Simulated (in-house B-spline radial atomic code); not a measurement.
# As³¹⁺: starting-point dependence of G0W0 and RPA

G0W0 and RPA are one-shot methods. How much does the choice of start matter for As³¹⁺?

Method: RPA, second order, AC-SOSEX and G0W0 (contour deformation) on a scalar-relativistic mean field, all electrons; no spin-orbit coupling, Breit or QED terms, no two-electron picture change. Code: an in-house B-spline radial atomic code, version 1.

**1. The system**

* element: arsenic (Z = 33)
* charge: +31
* electrons: 2
* configuration: 1s2
* next ion, run as well: 1s1
* Hamiltonian: scalar-relativistic (spin-free one-electron X2C), finite nucleus
* starts: Hartree-Fock, PBE, exchange-only LDA, LDA (VWN5)

Outer shells as boxes (Hund's rule):

As31+
```
1s [↑↓]
```

**2. The run with the Hartree-Fock start**

Settings of the run:

```ini
Z = 33
electrons = 2.0
configuration = 1s2
hamiltonian = x2c
method = hf
lmax = 9
rms_radius = 4.0968
spin_polarised = False
box_radius = 2.97
intervals = 62
```

Launch:

```sh
$ python run_gw.py task.json out
```

task.json lists these runs, among others, and the program works through them in turn.

The program writes no log. Results of the run, from its result record (rounded, main fields):

```text
{
  "status": "converged",
  "energies [hartree]": {
    "mean_field": -1084.052025,
    "exx_total": -1084.052025,
    "exchange": -21.07357564,
    "rpa": -0.10128744,
    "rpa_summed": -0.10112654,
    "direct_second_order": -0.10209428,
    "second_order_exchange": 0.05104708,
    "sosex": 0.05064453
  },
  "rpa_by_multipole [hartree]": [-0.0332092, -0.0548852, -0.00850892, -0.00248264, -0.000992237, -0.0004785, -0.000260862, -0.000154072, -9.52888e-05, -5.95566e-05],
  "polarisability [bohr^3: independent particles, RPA]": [7.3545e-06, 7.2548e-06],
  "gap [hartree]": 406.0582,
  "levels [hartree]": [
    {"name": "1s", "occ": 1, "e": -531.4892, "sx": -21.07358, "vxc": -21.07358, "sc": 0.01804261, "z": 0.9997371, "qp": -531.4714, "tail": -0.0001745362},
    {"name": "2s", "occ": 0, "e": -125.431, "sx": -0.7311168, "vxc": -0.7311168, "sc": -0.01012935, "z": 0.9999784, "qp": -125.4412, "tail": -1.720949e-05}
  ],
  "ion_energies [hartree]": {
    "mean_field": -552.6246318,
    "exx_total": -552.6246318,
    "exchange": -10.66048849,
    "rpa": -0.02543698,
    "rpa_summed": -0.025396555,
    "direct_second_order": -0.025537107,
    "second_order_exchange": 0.025537069,
    "sosex": 0.025437377
  }
}
```

Run time: 1.5 s. Hardware: 1 thread, shared host.

In the record, exx_total is the Hartree-Fock functional on the start's orbitals, rpa_summed the RPA energy up to lmax and rpa the same with the tail beyond it, gap the smallest same-spin excitation energy of the start. For a level, e is the start's value, sx and sc the exchange and correlation self-energies, vxc the start's own term, z the quasi-particle weight, and qp = e + sx − vxc + sc + tail. Deeper levels of weight under 0.85 meet poles of the self-energy and are not shown.

G0W0 moves 1s up by 0.486 eV, to -14462.07 eV.

The largest part of the RPA energy comes from multipole 1 (54 % of the sum).

**3. The run with the PBE start**

The settings differ from step 2 so:

```diff
@@ -4,3 +4,3 @@
 hamiltonian = x2c
-method = hf
+method = pbe,pbe
 lmax = 9
```

Results of the run:

```text
{
  "status": "converged",
  "energies [hartree]": {
    "mean_field": -1083.763639,
    "exx_total": -1084.049985,
    "exchange": -21.06099465,
    "rpa": -0.10286187,
    "rpa_summed": -0.10270105,
    "direct_second_order": -0.10370005,
    "second_order_exchange": 0.051849978,
    "sosex": 0.051431746
  },
  "rpa_by_multipole [hartree]": [-0.0338835, -0.0557169, -0.0085665, -0.00249126, -0.000994093, -0.000478969, -0.000260975, -0.000154081, -9.52682e-05, -5.95313e-05],
  "polarisability [bohr^3: independent particles, RPA]": [7.57346e-06, 7.46847e-06],
  "gap [hartree]": 396.7722,
  "levels [hartree]": [
    {"name": "1s", "occ": 1, "e": -523.6597, "sx": -21.06099, "vxc": -13.22618, "sc": 0.0217114, "z": 0.9997167, "qp": -531.473, "tail": -0.0001747269},
    {"name": "2s", "occ": 0, "e": -126.8875, "sx": -0.7584802, "vxc": -2.229343, "sc": -0.01062569, "z": 0.9999766, "qp": -125.4272, "tail": -1.784972e-05}
  ],
  "ion_energies [hartree]": {
    "mean_field": -552.4566613,
    "exx_total": -552.623603,
    "exchange": -10.65420105,
    "rpa": -0.025829732,
    "rpa_summed": -0.025789324,
    "direct_second_order": -0.025933709,
    "second_order_exchange": 0.025933676,
    "sosex": 0.025830126
  }
}
```

Run time: 1.4 s. Hardware: 1 thread, shared host.

The 1s level moves from -14249.51 to -14462.12 eV (weight 1.00).

**4. The run with the exchange-only LDA start**

The settings differ from step 3 so:

```diff
@@ -4,3 +4,3 @@
 hamiltonian = x2c
-method = pbe,pbe
+method = lda,
 lmax = 9
```

Results of the run:

```text
{
  "status": "converged",
  "energies [hartree]": {
    "mean_field": -1081.098892,
    "exx_total": -1084.048667,
    "exchange": -21.03500229,
    "rpa": -0.10282671,
    "rpa_summed": -0.10266587,
    "direct_second_order": -0.10366521,
    "second_order_exchange": 0.051832557,
    "sosex": 0.051414168
  },
  "rpa_by_multipole [hartree]": [-0.0338433, -0.0557222, -0.00856679, -0.00249112, -0.000993949, -0.000478866, -0.000260906, -0.000154041, -9.52532e-05, -5.95373e-05],
  "polarisability [bohr^3: independent particles, RPA]": [7.60276e-06, 7.49719e-06],
  "gap [hartree]": 396.1504,
  "levels [hartree]": [
    {"name": "1s", "occ": 1, "e": -522.5286, "sx": -21.035, "vxc": -12.05682, "sc": 0.02187228, "z": 0.9997156, "qp": -531.4851, "tail": -0.0001747425},
    {"name": "2s", "occ": 0, "e": -126.3782, "sx": -0.7541847, "vxc": -1.707165, "sc": -0.01057477, "z": 0.9999767, "qp": -125.4358, "tail": -1.777254e-05}
  ],
  "ion_energies [hartree]": {
    "mean_field": -551.1287826,
    "exx_total": -552.6229609,
    "exchange": -10.64120839,
    "rpa": -0.025820853,
    "rpa_summed": -0.025780439,
    "direct_second_order": -0.025924866,
    "second_order_exchange": 0.025924833,
    "sosex": 0.025821247
  }
}
```

It took 1.4 s on 1 thread, shared host.

The 1s level moves from -14218.73 to -14462.45 eV (weight 1.00).

**5. The run with the LDA (VWN5) start**

The settings differ from step 4 so:

```diff
@@ -4,3 +4,3 @@
 hamiltonian = x2c
-method = lda,
+method = lda,vwn
 lmax = 9
```

Results of the run:

```text
{
  "status": "converged",
  "energies [hartree]": {
    "mean_field": -1081.373354,
    "exx_total": -1084.048785,
    "exchange": -21.03572631,
    "rpa": -0.10282663,
    "rpa_summed": -0.10266578,
    "direct_second_order": -0.10366508,
    "second_order_exchange": 0.051832493,
    "sosex": 0.051414125
  },
  "rpa_by_multipole [hartree]": [-0.0338419, -0.0557232, -0.00856695, -0.00249117, -0.000993971, -0.000478878, -0.000260913, -0.000154045, -9.52555e-05, -5.95385e-05],
  "polarisability [bohr^3: independent particles, RPA]": [7.60135e-06, 7.49581e-06],
  "gap [hartree]": 396.229,
  "levels [hartree]": [
    {"name": "1s", "occ": 1, "e": -522.6751, "sx": -21.03573, "vxc": -12.20427, "sc": 0.02182234, "z": 0.9997158, "qp": -531.4849, "tail": -0.0001747444},
    {"name": "2s", "occ": 0, "e": -126.4461, "sx": -0.7545942, "vxc": -1.776098, "sc": -0.0105824, "z": 0.9999767, "qp": -125.4352, "tail": -1.778218e-05}
  ],
  "ion_energies [hartree]": {
    "mean_field": -551.1960617,
    "exx_total": -552.6229903,
    "exchange": -10.64138774,
    "rpa": -0.025820844,
    "rpa_summed": -0.02578043,
    "direct_second_order": -0.025924856,
    "second_order_exchange": 0.025924822,
    "sosex": 0.025821239
  }
}
```

Run time: 1.4 s. Hardware: 1 thread, shared host.

The 1s level moves from -14222.71 to -14462.44 eV (weight 1.00).

**6. Comparison**

| start | level | mean field (eV) | G0W0 (eV) | weight | RPA (hartree) | RPA+SOSEX (hartree) | α, direct RPA (bohr³) | time | miss (eV) |
| --- | --- | --- | --- | --- | --- | --- | --- | --- | --- |
| Hartree-Fock | 1s | -14462.56 | -14462.07 | 1.000 | -0.10129 | -0.05064 | 7.255e-06 | 1.5 s | +14.4 |
| PBE | 1s | -14249.51 | -14462.12 | 1.000 | -0.10286 | -0.05143 | 7.468e-06 | 1.4 s | +14.4 |
| exchange-only LDA | 1s | -14218.73 | -14462.45 | 1.000 | -0.10283 | -0.05141 | 7.497e-06 | 1.4 s | +14.8 |
| LDA (VWN5) | 1s | -14222.71 | -14462.44 | 1.000 | -0.10283 | -0.05141 | 7.496e-06 | 1.4 s | +14.8 |

The miss is the G0W0 removal energy (the level with its sign changed) less the tabulated theoretical ionisation energy, 14448 eV. Times are single runs on a shared host.

Energy to remove one electron as a difference of total energies (eV), each species on its own start:

| start | mean field | HF functional | RPA | RPA+SOSEX | second order |
| --- | --- | --- | --- | --- | --- |
| Hartree-Fock | 14460.88 | 14460.88 | 14462.94 | 14462.25 | 14462.27 |
| PBE | 14457.60 | 14460.85 | 14462.94 | 14462.25 | 14462.26 |
| exchange-only LDA | 14421.22 | 14460.83 | 14462.93 | 14462.23 | 14462.24 |
| LDA (VWN5) | 14426.86 | 14460.83 | 14462.93 | 14462.23 | 14462.24 |

**7. What came out**

```
                                          quantity                                                         value
   highest level, mean field (range over the runs)                                     -14462.56 to -14218.73 eV
         highest level, G0W0 (range over the runs)                                     -14462.45 to -14462.07 eV
                            RPA correlation energy                                    -0.1029 to -0.1013 hartree
                                         RPA+SOSEX                                    -0.0514 to -0.0506 hartree
tabulated theoretical ionisation energy (1s shell)  14448 eV (NIST Atomic Spectra Database, ionization energies)
               G0W0 removal energy less that value                                             +14.4 to +14.8 eV
```

What this shows: The starts spread the highest level over 244 eV; after G0W0 0.37 eV remain, 0.15 % of that. On the semilocal starts the correction is downwards, 213 to 244 eV, since their self-interaction lifts occupied levels. The RPA energy is largest in size on PBE and smallest on Hartree-Fock, 1.5 % apart. All runs miss the tabulated theoretical ionisation energy, 14448 eV, by about +14.6 eV (+0.10 %), far more than they differ among themselves. QED terms are left out, and with more than one electron Breit and picture-change terms too; in so highly charged an ion they add to the miss. Read as a removal energy, the bare PBE level is off by -198 eV (-1.4 %) and the nearest bare level, Hartree-Fock's, by +14.9 eV. As differences of total energies the mean miss over the starts is 18 eV for mean field, 15 eV for RPA, 15 eV for RPA+SOSEX.
